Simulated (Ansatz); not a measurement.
Crystal: NiMoIrPdW.

```
Ni Mo Pd Ir W
1.0
     2.76078    0.00000    0.00000
    -1.38039    2.39090    0.00000
     0.00000    0.00000   11.34051
Ni Mo Pd Ir W
1 1 1 1 1
Direct
  0.00000 0.00000 0.70917
  0.66667 0.33333 0.29425
  0.66667 0.33333 0.89901
  0.00000 0.00000 0.10604
  0.66667 0.33333 0.52921
```

The cell was built by a generator and needn't be a form met in nature.

```yaml
Program: Ansatz 0.2.0
Task: relaxation of cell and atoms
Functional: PBE
Dispersion: D4
Potentials_or_basis: all-electron PAW datasets made for the crystal
k_mesh: 7 × 7 × 2
Occupations: fermi-dirac, width 0.05 eV
Spin: collinear spin, ferromagnetic start
Starting_moments: "[1.0, 1.0, 0.0, 0.6, 0.0] μB"
```

At the start: volume 14.97 Å³/atom.

Q: How do energy, volume and symmetry change on relaxing?

A: Over 5 steps the energy falls by 8.1 meV/atom and the volume is 14.59 Å³/atom (-2.5 %); space group P3m1 (No. 156, to 0.05 Å); moment 0.00 μB per cell.

Step by step:
```tsv
step	energy change (eV)	largest force (eV/Å)	volume (Å³)
1	0.0000	0.2686	74.86
2	-0.0397	0.0726	73.16
3	-0.0402	0.0550	72.99
4	-0.0404	0.0064	72.97
5	-0.0404	0.0064	72.97
```

Final structure:
```
Ni Mo Pd Ir W
1.0
     2.74370    0.00000    0.00000
    -1.37185    2.37611    0.00000
     0.00000    0.00000   11.19356
Ni Mo Pd Ir W
1 1 1 1 1
Direct
  0.00000 0.00000 0.70893
  0.66667 0.33333 0.29586
  0.66667 0.33333 0.89913
  0.00000 0.00000 0.10551
  0.66667 0.33333 0.52825
```

Caveat: the k mesh is coarse (spacing up to 0.38 Å⁻¹), so the values aren't converged; the k mesh is thin for a metal, which can move the energy by tens of meV per atom; the program listed the state as in doubt; the starting moments weren't kept.
